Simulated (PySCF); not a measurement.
# C₄AgN₄−: NMR shieldings, spin-spin couplings, relativistic core levels

Wanted: NMR shieldings, spin-spin couplings, relativistic core levels for C₄AgN₄− (`N#[C][Ag-]([C]#N)([C]#N)[C]#N`).

Programs: PySCF 2.14.0, with routines of our own; each step states its level. All values are computed. Atoms count from 0.

### 1 The starting structure

9 atoms, charge -1, multiplicity 1; geometry from: GFN2-xTB.

### 2 NMR shieldings: PBE0/pcJ-1 Ag:dyall-v2z, spin–orbit

The job: settings as JSON, then the geometry in Å.

```
{"job": {"kind": "hnmr", "xc": "PBE0", "basis": {"default": "pcJ-1", "Ag": "dyall-v2z"}, "rel": "so"}, "charge": -1, "multiplicity": 1}
Ag     0.000120    -0.000950     0.000090
C      2.007010    -0.001550    -0.034210
N      3.157790     0.000780    -0.056650
C      0.001620     2.006210     0.010710
N      0.002120     3.157130     0.023380
C     -2.006860     0.001560     0.030160
N     -3.157750     0.004020     0.043060
C     -0.001430    -2.008090    -0.006760
N     -0.002610    -3.159090    -0.009790
```

Method: PBE0/pcJ-1 Ag:dyall-v2z GIAO NMR shielding, X2C with spin-orbit coupling, screened-nuclear two-electron part, Gaussian nuclei, gas phase.

Launch:

```sh
$ OMP_NUM_THREADS=1 python heavy_run.py task.json out
```

One launch serves the whole session: the jobs run in the order shown.

Log:

```text
spin-free SCF
coarse grid: 49408 points
cycle   1  E = -5685.7831603305  dE =  1.164e+00  |g| = 1.845e+00  |ddm| = 3.267e+00
cycle   2  E = -5682.3066125372  dE =  3.477e+00  |g| = 4.840e+00  |ddm| = 5.774e+00
cycle   3  E = -5686.1481868466  dE = -3.842e+00  |g| = 9.310e-01  |ddm| = 4.463e+00
cycle   4  E = -5686.2465191744  dE = -9.833e-02  |g| = 5.241e-01  |ddm| = 7.352e-01
cycle   5  E = -5686.2996885343  dE = -5.317e-02  |g| = 5.402e-02  |ddm| = 2.745e-01
cycle   6  E = -5686.3001800273  dE = -4.915e-04  |g| = 6.487e-03  |ddm| = 3.634e-02
cycle   7  E = -5686.3001869601  dE = -6.933e-06  |g| = 1.558e-03  |ddm| = 6.250e-03
final grid: 103240 points
cycle   8  E = -5686.3003910684  dE = -1.477e-06  |g| = 2.755e-03  |ddm| = 3.252e-03
cycle   9  E = -5686.3003897208  dE =  1.348e-06  |g| = 2.966e-03  |ddm| = 2.514e-03
cycle  10  E = -5686.3003907219  dE = -1.001e-06  |g| = 2.033e-03  |ddm| = 2.629e-03
cycle  11  E = -5686.3003915120  dE = -7.901e-07  |g| = 6.537e-04  |ddm| = 1.455e-03
cycle  12  E = -5686.3003915758  dE = -6.382e-08  |g| = 1.951e-04  |ddm| = 5.432e-04
cycle  13  E = -5686.3003915797  dE = -3.901e-09  |g| = 3.589e-05  |ddm| = 1.039e-04
converged SCF energy = -5686.3003915797
two-component SCF
cycle   1  E = -5685.8608701832  dE = -5.686e+03  |FDS-SDF| = 7.473e+01
cycle   2  E = -5686.8522521553  dE = -9.914e-01  |FDS-SDF| = 2.633e-01
cycle   3  E = -5686.8526919442  dE = -4.398e-04  |FDS-SDF| = 9.871e-03
cycle   4  E = -5686.8527209139  dE = -2.897e-05  |FDS-SDF| = 7.306e-03
cycle   5  E = -5686.8527277794  dE = -6.866e-06  |FDS-SDF| = 3.862e-03
cycle   6  E = -5686.8527325805  dE = -4.801e-06  |FDS-SDF| = 1.889e-03
cycle   7  E = -5686.8527339556  dE = -1.375e-06  |FDS-SDF| = 1.326e-03
cycle   8  E = -5686.8527344648  dE = -5.092e-07  |FDS-SDF| = 2.685e-04
cycle   9  E = -5686.8527345051  dE = -4.032e-08  |FDS-SDF| = 5.098e-05
cycle  10  E = -5686.8527345071  dE = -1.955e-09  |FDS-SDF| = 5.069e-05
converged, E = -5686.8527345071

Field gradients (au) and densities at the nuclei (bohr^-3)
atom        Vxx        Vyy        Vzz        centre      nuclear mean
  0 Ag    -0.7968    -0.7971     1.5940     143629.395     140446.133
  1 C      0.1817     0.1962    -0.3779        126.324        126.322
  2 N      0.3882     0.5361    -0.9243        205.357        205.352
  3 C      0.1816     0.1962    -0.3778        126.324        126.322
  4 N      0.3881     0.5361    -0.9243        205.357        205.352
  5 C      0.1817     0.1962    -0.3779        126.324        126.322
  6 N      0.3882     0.5361    -0.9243        205.357        205.352
  7 C      0.1818     0.1963    -0.3780        126.324        126.322
  8 N      0.3882     0.5361    -0.9243        205.357        205.352
without picture change
  0 Ag                           2.1140                    295817.066

Core orbital energies (eV)
atom   shell        mean    spread
  0 Ag 1s       -25376.430   0.000
  0 Ag 2s        -3759.674   0.000
  0 Ag 3s         -700.076   0.000
  0 Ag 4s         -101.790   0.000
  0 Ag 2p1/2     -3490.921   0.000
  0 Ag 2p3/2     -3315.978   0.094
  0 Ag 3p1/2      -592.961   0.000
  0 Ag 3p3/2      -561.703   0.206
  0 Ag 4p1/2       -67.482   0.000
  0 Ag 4p3/2       -62.230   0.438
  0 Ag 3d3/2      -372.605   0.154
  0 Ag 3d5/2      -366.411   0.188

vertical triplet (scalar unrestricted SCF): 4.415 eV

Shielding tensors (ppm)
atom      isotropic    diamagn.    paramagn.     s11        s22        s33       span
  0 Ag     2328.25     4386.51    -2058.27    1048.88    2967.87    2967.98    1919.10
  1 C        74.62      246.66     -172.04     -62.03     -12.40     298.29     360.32
  2 N       -77.64      340.83     -418.47    -286.42    -253.57     307.06     593.47
  3 C        74.63      246.67     -172.04     -62.00     -12.40     298.30     360.30
  4 N       -77.64      340.83     -418.47    -286.38    -253.56     307.02     593.40
  5 C        74.63      246.66     -172.04     -62.01     -12.40     298.29     360.30
  6 N       -77.62      340.83     -418.46    -286.38    -253.55     307.06     593.44
  7 C        74.61      246.66     -172.05     -62.05     -12.41     298.28     360.33
  8 N       -77.65      340.83     -418.48    -286.45    -253.58     307.09     593.53
```

Run time: 14 min. Hardware: 1 thread of Arm Neoverse N1, shared host; peak memory 1.9 GiB.

From this job:

| quantity | value |
| --- | --- |
| energy from spin-orbit coupling | -0.5523 Eh |

### 3 Spin-spin couplings: PBE0/pcJ-1 Ag:dyall-v2z, spin–orbit

The job, as its differences from that of step 2:

```diff
@@ -1,2 +1,2 @@
-{"job": {"kind": "hnmr", "xc": "PBE0", "basis": {"default": "pcJ-1", "Ag": "dyall-v2z"}, "rel": "so"}, "charge": -1, "multiplicity": 1}
+{"job": {"kind": "hj", "xc": "PBE0", "basis": {"default": "pcJ-1", "Ag": "dyall-v2z"}, "rel": "so", "atoms": [0]}, "charge": -1, "multiplicity": 1}
 Ag     0.000120    -0.000950     0.000090
```

With the program's defaults for keys left out, this is: PBE0/pcJ-1 Ag:dyall-v2z indirect spin-spin coupling, X2C with spin-orbit coupling, screened-nuclear two-electron part, Gaussian nuclei, gas phase.

Log:

```text
spin-free SCF
coarse grid: 49408 points
cycle   1  E = -5685.7831603305  dE =  1.164e+00  |g| = 1.845e+00  |ddm| = 3.267e+00
cycle   2  E = -5682.3066125372  dE =  3.477e+00  |g| = 4.840e+00  |ddm| = 5.774e+00
cycle   3  E = -5686.1481868466  dE = -3.842e+00  |g| = 9.310e-01  |ddm| = 4.463e+00
cycle   4  E = -5686.2465191744  dE = -9.833e-02  |g| = 5.241e-01  |ddm| = 7.352e-01
cycle   5  E = -5686.2996885343  dE = -5.317e-02  |g| = 5.402e-02  |ddm| = 2.745e-01
cycle   6  E = -5686.3001800273  dE = -4.915e-04  |g| = 6.487e-03  |ddm| = 3.634e-02
cycle   7  E = -5686.3001869601  dE = -6.933e-06  |g| = 1.558e-03  |ddm| = 6.250e-03
final grid: 103240 points
cycle   8  E = -5686.3003910684  dE = -1.477e-06  |g| = 2.755e-03  |ddm| = 3.252e-03
cycle   9  E = -5686.3003897208  dE =  1.348e-06  |g| = 2.966e-03  |ddm| = 2.514e-03
cycle  10  E = -5686.3003907219  dE = -1.001e-06  |g| = 2.033e-03  |ddm| = 2.629e-03
cycle  11  E = -5686.3003915120  dE = -7.901e-07  |g| = 6.537e-04  |ddm| = 1.455e-03
cycle  12  E = -5686.3003915758  dE = -6.382e-08  |g| = 1.951e-04  |ddm| = 5.432e-04
cycle  13  E = -5686.3003915797  dE = -3.901e-09  |g| = 3.589e-05  |ddm| = 1.039e-04
converged SCF energy = -5686.3003915797
two-component SCF
cycle   1  E = -5685.8608701832  dE = -5.686e+03  |FDS-SDF| = 7.473e+01
cycle   2  E = -5686.8522521553  dE = -9.914e-01  |FDS-SDF| = 2.633e-01
cycle   3  E = -5686.8526919442  dE = -4.398e-04  |FDS-SDF| = 9.871e-03
cycle   4  E = -5686.8527209139  dE = -2.897e-05  |FDS-SDF| = 7.306e-03
cycle   5  E = -5686.8527277794  dE = -6.866e-06  |FDS-SDF| = 3.862e-03
cycle   6  E = -5686.8527325805  dE = -4.801e-06  |FDS-SDF| = 1.889e-03
cycle   7  E = -5686.8527339556  dE = -1.375e-06  |FDS-SDF| = 1.326e-03
cycle   8  E = -5686.8527344648  dE = -5.092e-07  |FDS-SDF| = 2.685e-04
cycle   9  E = -5686.8527345051  dE = -4.032e-08  |FDS-SDF| = 5.098e-05
cycle  10  E = -5686.8527345071  dE = -1.955e-09  |FDS-SDF| = 5.069e-05
converged, E = -5686.8527345071

Indirect spin-spin couplings
  i        j     bonds      J/Hz   K/1e19 T2/J   anisotropy/Hz
  0 107Ag   1  13C    1      -86.33      702.69       -23.9
  0 107Ag   2  15N    2        2.15       43.47         8.2
  0 107Ag   3  13C    1      -86.30      702.46       -23.9
  0 107Ag   4  15N    2        2.15       43.45         8.2
  0 107Ag   5  13C    1      -86.33      702.74       -23.9
  0 107Ag   6  15N    2        2.15       43.48         8.2
  0 107Ag   7  13C    1      -86.35      702.92       -23.9
  0 107Ag   8  15N    2        2.15       43.50         8.2
```

Wall time 9.4 min (1 thread of Arm Neoverse N1, shared host); peak memory 1.5 GiB.

Key values:

| quantity | value |
| --- | --- |
| energy from spin-orbit coupling | -0.5523 Eh |

### 4 Relativistic core levels: PBE0/pcJ-1 Ag:dyall-v2z, spin–orbit

The job, as its differences from that of step 3:

```diff
@@ -1,2 +1,2 @@
-{"job": {"kind": "hj", "xc": "PBE0", "basis": {"default": "pcJ-1", "Ag": "dyall-v2z"}, "rel": "so", "atoms": [0]}, "charge": -1, "multiplicity": 1}
+{"job": {"kind": "hxps", "xc": "PBE0", "basis": {"default": "pcJ-1", "Ag": "dyall-v2z"}, "rel": "so", "holes": [[0, "3d"]]}, "charge": -1, "multiplicity": 1}
 Ag     0.000120    -0.000950     0.000090
```

Method: PBE0/pcJ-1 Ag:dyall-v2z core ionisation, delta-SCF with one localised hole, X2C with spin-orbit coupling, screened-nuclear two-electron part, Gaussian nuclei, gas phase.

Log:

```text
spin-free SCF
coarse grid: 49408 points
cycle   1  E = -5685.7831603305  dE =  1.164e+00  |g| = 1.845e+00  |ddm| = 3.267e+00
cycle   2  E = -5682.3066125372  dE =  3.477e+00  |g| = 4.840e+00  |ddm| = 5.774e+00
cycle   3  E = -5686.1481868466  dE = -3.842e+00  |g| = 9.310e-01  |ddm| = 4.463e+00
cycle   4  E = -5686.2465191744  dE = -9.833e-02  |g| = 5.241e-01  |ddm| = 7.352e-01
cycle   5  E = -5686.2996885343  dE = -5.317e-02  |g| = 5.402e-02  |ddm| = 2.745e-01
cycle   6  E = -5686.3001800273  dE = -4.915e-04  |g| = 6.487e-03  |ddm| = 3.634e-02
cycle   7  E = -5686.3001869601  dE = -6.933e-06  |g| = 1.558e-03  |ddm| = 6.250e-03
final grid: 103240 points
cycle   8  E = -5686.3003910684  dE = -1.477e-06  |g| = 2.755e-03  |ddm| = 3.252e-03
cycle   9  E = -5686.3003897208  dE =  1.348e-06  |g| = 2.966e-03  |ddm| = 2.514e-03
cycle  10  E = -5686.3003907219  dE = -1.001e-06  |g| = 2.033e-03  |ddm| = 2.629e-03
cycle  11  E = -5686.3003915120  dE = -7.901e-07  |g| = 6.537e-04  |ddm| = 1.455e-03
cycle  12  E = -5686.3003915758  dE = -6.382e-08  |g| = 1.951e-04  |ddm| = 5.432e-04
cycle  13  E = -5686.3003915797  dE = -3.901e-09  |g| = 3.589e-05  |ddm| = 1.039e-04
converged SCF energy = -5686.3003915797
two-component SCF
cycle   1  E = -5685.8608701832  dE = -5.686e+03  |FDS-SDF| = 7.473e+01
cycle   2  E = -5686.8522521553  dE = -9.914e-01  |FDS-SDF| = 2.633e-01
cycle   3  E = -5686.8526919442  dE = -4.398e-04  |FDS-SDF| = 9.871e-03
cycle   4  E = -5686.8527209139  dE = -2.897e-05  |FDS-SDF| = 7.306e-03
cycle   5  E = -5686.8527277794  dE = -6.866e-06  |FDS-SDF| = 3.862e-03
cycle   6  E = -5686.8527325805  dE = -4.801e-06  |FDS-SDF| = 1.889e-03
cycle   7  E = -5686.8527339556  dE = -1.375e-06  |FDS-SDF| = 1.326e-03
cycle   8  E = -5686.8527344648  dE = -5.092e-07  |FDS-SDF| = 2.685e-04
cycle   9  E = -5686.8527345051  dE = -4.032e-08  |FDS-SDF| = 5.098e-05
cycle  10  E = -5686.8527345071  dE = -1.955e-09  |FDS-SDF| = 5.069e-05
converged, E = -5686.8527345071

Field gradients (au) and densities at the nuclei (bohr^-3)
atom        Vxx        Vyy        Vzz        centre      nuclear mean
  0 Ag    -0.7968    -0.7971     1.5940     143629.395     140446.133
  1 C      0.1817     0.1962    -0.3779        126.324        126.322
  2 N      0.3882     0.5361    -0.9243        205.357        205.352
  3 C      0.1816     0.1962    -0.3778        126.324        126.322
  4 N      0.3881     0.5361    -0.9243        205.357        205.352
  5 C      0.1817     0.1962    -0.3779        126.324        126.322
  6 N      0.3882     0.5361    -0.9243        205.357        205.352
  7 C      0.1818     0.1963    -0.3780        126.324        126.322
  8 N      0.3882     0.5361    -0.9243        205.357        205.352
without picture change
  0 Ag                           2.1140                    295817.066

Core orbital energies (eV)
atom   shell        mean    spread
  0 Ag 1s       -25376.430   0.000
  0 Ag 2s        -3759.674   0.000
  0 Ag 3s         -700.076   0.000
  0 Ag 4s         -101.790   0.000
  0 Ag 2p1/2     -3490.921   0.000
  0 Ag 2p3/2     -3315.978   0.094
  0 Ag 3p1/2      -592.961   0.000
  0 Ag 3p3/2      -561.703   0.206
  0 Ag 4p1/2       -67.482   0.000
  0 Ag 4p3/2       -62.230   0.438
  0 Ag 3d3/2      -372.605   0.154
  0 Ag 3d5/2      -366.411   0.188

hole in 3d5/2 of atom 0
cycle   1  E = -5672.4165928964  dE = -5.672e+03  |FDS-SDF| = 4.011e+00
cycle   2  E = -5671.7923548554  dE =  6.242e-01  |FDS-SDF| = 4.371e+00
cycle   3  E = -5672.9262956995  dE = -1.134e+00  |FDS-SDF| = 9.950e-01
cycle   4  E = -5673.0718751657  dE = -1.456e-01  |FDS-SDF| = 4.892e-01
cycle   5  E = -5673.1199149520  dE = -4.804e-02  |FDS-SDF| = 9.358e-02
cycle   6  E = -5673.1209701079  dE = -1.055e-03  |FDS-SDF| = 5.678e-03
cycle   7  E = -5673.1209834841  dE = -1.338e-05  |FDS-SDF| = 1.941e-03
cycle   8  E = -5673.1209851955  dE = -1.711e-06  |FDS-SDF| = 5.969e-04
cycle   9  E = -5673.1209855697  dE = -3.742e-07  |FDS-SDF| = 3.550e-04
cycle  10  E = -5673.1209856308  dE = -6.111e-08  |FDS-SDF| = 2.990e-04
converged, E = -5673.1209856308

Core binding energies (eV)
atom   line    delta-SCF   -orbital   splitting
  0 Ag 3d5/2     373.555     366.41     6.194
```

It took 7.1 min on 1 thread of Arm Neoverse N1, shared host; peak memory 1.7 GiB.

From this job:

| quantity | value |
| --- | --- |
| energy from spin-orbit coupling | -0.5523 Eh |

### 5 Outcome

| quantity | value |
| --- | --- |
| energy from spin-orbit coupling (step 2, PBE0/pcJ-1 Ag:dyall-v2z, spin–orbit) | -0.5523 Eh |
| shieldings (step 2, PBE0/pcJ-1 Ag:dyall-v2z, spin–orbit) | Ag0 2328.2, C1 74.6, N2 -77.6, C3 74.6, N4 -77.6, C5 74.6, N6 -77.6, C7 74.6, N8 -77.6 ppm |
| energy from spin-orbit coupling (step 3, PBE0/pcJ-1 Ag:dyall-v2z, spin–orbit) | -0.5523 Eh |
| largest reduced coupling (step 3, PBE0/pcJ-1 Ag:dyall-v2z, spin–orbit) | Ag0–C7: J = -86.4 Hz, K = 703·10¹⁹ T²/J |
| Ag0 3d5/2 binding energy (step 4, PBE0/pcJ-1 Ag:dyall-v2z, spin–orbit) | 373.6 eV, 3d3/2 379.7 eV |
| energy from spin-orbit coupling (step 4, PBE0/pcJ-1 Ag:dyall-v2z, spin–orbit) | -0.5523 Eh |

In step 2, Ag0 has the widest tensor, 1919 ppm. The geometry comes from tight binding, which is rough for metal atoms, and these values hang on it.
